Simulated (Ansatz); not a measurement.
## C3H3BCl2, SMILES ClB(Cl)C1C=C1: a single point in a Gaussian basis

Run with the Python package of Ansatz (0.2.0).

`energy_c3h3bcl2.py`
```python
"""Single point of C3H3BCl2 in a Gaussian basis."""

import argparse
import json

import ansatz as az
from ase import Atoms
import numpy as np

parser = argparse.ArgumentParser(description="Single point of C3H3BCl2 in a Gaussian basis.")
parser.add_argument("--basis-set", default="cc-pVDZ", help="basis")
parser.add_argument("--xc", required=True, help="exchange-correlation functional")
args = parser.parse_args()

atoms = Atoms(["Cl", "B", "Cl", "C", "C", "C", "H", "H", "H"], positions=[
    [2.7068, -0.436, -0.0678],
    [1.1623, 0.5676, 0.0331],
    [1.3155, 2.3979, 0.2032],
    [-0.1862, -0.138, 0.4876],
    [-1.2896, 0.2075, -0.3016],
    [-0.6519, -1.0913, -0.4256],
    [-0.4131, -0.351, 1.5522],
    [-2.0554, 0.9157, -0.5979],
    [-0.5883, -2.0723, -0.8832],
])
mol = az.Crystal.molecule_from_ase(atoms)

calc = mol.calculation()
calc = calc.basis(gaussian=args.basis_set)
calc = calc.functional(args.xc)
calc = calc.forces()
summary = calc.session().plan(threads=1).execute().report

for key in ("converged", "free_energy_ev", "reference_energy_ev", "n_frozen", "n_occupied", "n_virtual"):
    print(f"{key:22s} {summary[key]}")

state = summary["mean_field"]["state"]
print(f"mean field: {state['energy']['hartree']:.7f} Ha, <S^2> = {abs(state['spin_squared']):.4f}, stability: {state.get('stability', {}).get('kind')}")

symbols = [site.symbol for site in mol.cartesian_sites]
forces = np.array(summary["forces_ev_ang"])
print("largest force", round(float(np.linalg.norm(forces, axis=1).max()), 4), "eV/A, rms", round(float(np.sqrt((forces ** 2).mean())), 4))

charges = summary["charge_distribution"]
print("dipole moment", round(4.803205 * float(np.linalg.norm(charges["dipole_moment_e_ang"])), 3), "D")
print("Mulliken:", [(s, round(q, 3)) for s, q in zip(symbols, charges["mulliken_charges_e"])])
with open("c3h3bcl2.json", "w") as handle:
    json.dump({k: summary[k] for k in ("free_energy_ev", "reference_energy_ev", "n_occupied", "n_virtual")}, handle, indent=1)
```

```console
$ python energy_c3h3bcl2.py --xc PBE0
converged              True
free_energy_ev         -28866.984206801815
reference_energy_ev    -28866.984206801815
n_frozen               0
n_occupied             [30, 30]
n_virtual              [77, 77]
mean field: -1060.8421029 Ha, <S^2> = 0.0000, stability: minimum
largest force 6.9331 eV/A, rms 2.4252
dipole moment 2.196 D
Mulliken: [('Cl', -0.131), ('B', 0.225), ('Cl', -0.131), ('C', 0.055), ('C', -0.065), ('C', -0.065), ('H', 0.031), ('H', 0.041), ('H', 0.041)]
```

`c3h3bcl2.json`, as written:
```json
{
 "free_energy_ev": -28866.984206801815,
 "reference_energy_ev": -28866.984206801815,
 "n_occupied": [
  30,
  30
 ],
 "n_virtual": [
  77,
  77
 ]
}
```

Caveats:
- Total energies depend on the basis set; only differences at equal settings carry meaning.
- The geometry is a force-field or estimated start, not a minimum of this method, and the basis set is short of its limit.
- Run time: 7 s on 1 thread of Arm Neoverse V1, with other jobs on the host, peak memory 0.29 GiB.

(A comment or docstring line of the script was reworded after the run, the code is as it ran; lines on the test bed's own set-up are left out of the output.)
